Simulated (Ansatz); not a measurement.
# CoGe: the cost of one run

Program: Ansatz 0.2.0, Gaussian basis. Level of theory: def2-TZVPP, all electrons in the functionals, frozen cores in the correlation of double hybrids and RPA. These are calculated values, not measurements.

The runs, in order: PBE, r2SCAN, PBE0, B3LYP, wB97M-V, B2PLYP, RPA-PBE, at charge 1, singlet; charge 1, triplet.

3 further runs of the same task are left out: 3 set aside as unsound or not needed.

### Step 1. The geometry

The geometry is a PBE0/def2-TZVP stationary point (not a proven minimum). No spin-orbit coupling is included. The filled d shell of Ge may be among the frozen orbitals whatever the setting's name suggests; the logs give the count.

2 atoms, charge 1, spin multiplicity 1.

Atoms are counted from 1 here; the program's logs count them from 0.

Bond lengths: Co1–Ge2 2.101 Å.

No dispersion term is added; wB97M-V holds VV10 nonlocal correlation. B3LYP takes the VWN-RPA correlation.

The geometry shown and the zero of energy belong to the point charge 1, singlet. The yardstick, UCCSD(T), and other wave-function levels (R restricted, U unrestricted, valence and pair active spaces) come from earlier runs.

### Step 2. PBE, charge 1, singlet

Contents of in.yaml:

```yaml
crystal:
  periodic: [false, false, false]
  atoms:
    - {symbol: Co, position_ang: [0.000000, 0.000000, 0.000000]}
    - {symbol: Ge, position_ang: [0.000000, 0.000000, 2.101400]}
basis:
  gaussian: {orbitals: def2-TZVPP}
total_charge: 1
magnetization: {spin_polarized: true, initial_magnetization: 0}
hamiltonian: {xc: {name: PBE}}
output: {orbitals: {seedname: orbitals}}
```

The run is started by

```
ansatz run in.yaml --threads 1 --pin off --events-out ev --progress --plain --max-ram 4096MiB --backend cpu
```

**Question.** How long does this run take on 1 thread of AMD EPYC 7R13, shared host, and how much memory does it need?

About 55 s, with a peak of 0.28 GiB.
